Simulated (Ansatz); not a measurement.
**CH2BFS: taking an electron away**

An exercise on one series of results from a longer session: the logs are not shown, and one member is left open.

Method: unrestricted cation, the program's frozen cores in correlated methods; program: Ansatz 0.2.0, Gaussian basis.

Levels to be run: UKS PBE-D4/def2-TZVPP; UKS r2SCAN-D4/def2-TZVPP; UKS PBE0-D4/def2-TZVPP; UKS B3LYP-D4/def2-TZVPP; UKS wB97X-V/def2-TZVPP; UKS wB97M-V/def2-TZVPP; UKS B2PLYP/def2-TZVPP; UHF-CCSD(T)/def2-TZVPP; UHF-MP2/def2-QZVPP; extrapolation to the limit; then −ε(HOMO) from the neutral's earlier runs with LDA (SPW92), PBE-D4, revPBE-D4, BLYP-D4, r2SCAN-D4, B97M-V, PBE0-D4, B3LYP-D4, r2SCANh-D4, r2SCAN0-D4, HSE06-D4, BHLYP-D4, CAM-B3LYP-D4, LC-ωPBE, ωB97X-V, ωB97M-V.

**The relaxed structure**

All runs share one geometry, relaxed beforehand with PBE0-D4 in a triple-zeta def2 set.

SMILES `FC1BS1`, 6 atoms, charge 0, spin multiplicity 1.

Atoms are counted from 1 here; the program's logs count them from 0.

Bond lengths: F1–C2 1.363 Å, C2–B3 1.532 Å, C2–S4 1.844 Å, C2–H5 1.086 Å, B3–S4 1.739 Å, B3–H6 1.181 Å. Angles: F1–C2–B3 119.7°, F1–C2–S4 115.5°, F1–C2–H5 110.1°, B3–C2–S4 61.2°, B3–C2–H5 126.3°, S4–C2–H5 114.0°, C2–B3–S4 68.3°, C2–B3–H6 149.0°, S4–B3–H6 142.6°, C2–S4–B3 50.5°.

As a file:

```
F     0.49353   -0.61396   -1.55288
C    -0.04096    0.18905   -0.59029
B     0.24982   -0.09979    0.88623
S    -1.36116   -0.58001    0.44249
H    -0.31621    1.14903   -1.01573
H     1.01698   -0.10833    1.78408
```

The first run:

in.yaml

```yaml
crystal:
  periodic: [false, false, false]
  atoms:
    - {symbol: F, position_ang: [0.493532, -0.613955, -1.552884]}
    - {symbol: C, position_ang: [-0.040960, 0.189046, -0.590288]}
    - {symbol: B, position_ang: [0.249822, -0.099787, 0.886234]}
    - {symbol: S, position_ang: [-1.361165, -0.580008, 0.442493]}
    - {symbol: H, position_ang: [-0.316209, 1.149032, -1.015732]}
    - {symbol: H, position_ang: [1.016979, -0.108328, 1.784078]}
basis:
  gaussian: {orbitals: def2-TZVPP}
total_charge: 1
magnetization: {spin_polarized: true, initial_magnetization: 1}
hamiltonian: {xc: pbe, dispersion: d4}
```

Started as:

```
> ansatz run in.yaml --threads 2 --pin off --events-out ev --progress --plain --max-ram 4352MiB
```

Among the steps run: Cation, UKS PBE-D4/def2-TZVPP; Cation, UKS r2SCAN-D4/def2-TZVPP; Cation, UKS PBE0-D4/def2-TZVPP; Cation, UKS B3LYP-D4/def2-TZVPP; Cation, UKS wB97X-V/def2-TZVPP; Cation, UKS wB97M-V/def2-TZVPP; Cation, UKS B2PLYP (frozen core)/def2-TZVPP; Cation, UHF-CCSD(T)/def2-TZVPP; Cation, UHF-MP2/def2-QZVPP.

One of the session's tables, all rows but one given; the rest of the session is left out.

It belongs to the step «Ionisation energies side by side». Orbital estimates, from the neutral's runs:

| functional | −ε(HOMO) (eV) |
| --- | --- |
| LDA (SPW92) | 7.06 |
| PBE-D4 | ? |
| revPBE-D4 | 6.84 |
| BLYP-D4 | 6.79 |
| r2SCAN-D4 | 7.18 |
| B97M-V | 7.27 |
| PBE0-D4 | 8.27 |
| B3LYP-D4 | 8.04 |
| r2SCANh-D4 | 7.69 |
| r2SCAN0-D4 | 8.45 |
| HSE06-D4 | 7.87 |
| BHLYP-D4 | 9.48 |
| CAM-B3LYP-D4 | 9.63 |
| LC-ωPBE | 10.96 |
| ωB97X-V | 10.60 |
| ωB97M-V | 10.46 |

Estimate the missing values for PBE-D4.

As computed: −ε(HOMO) (eV): 6.90. In the column «−ε(HOMO) (eV)» it lies between revPBE-D4 (6.84) and LDA (SPW92) (7.06).

Caveats from the session: The cation may have settled in a state other than its lowest; no search over hole states beyond the program's own was made.
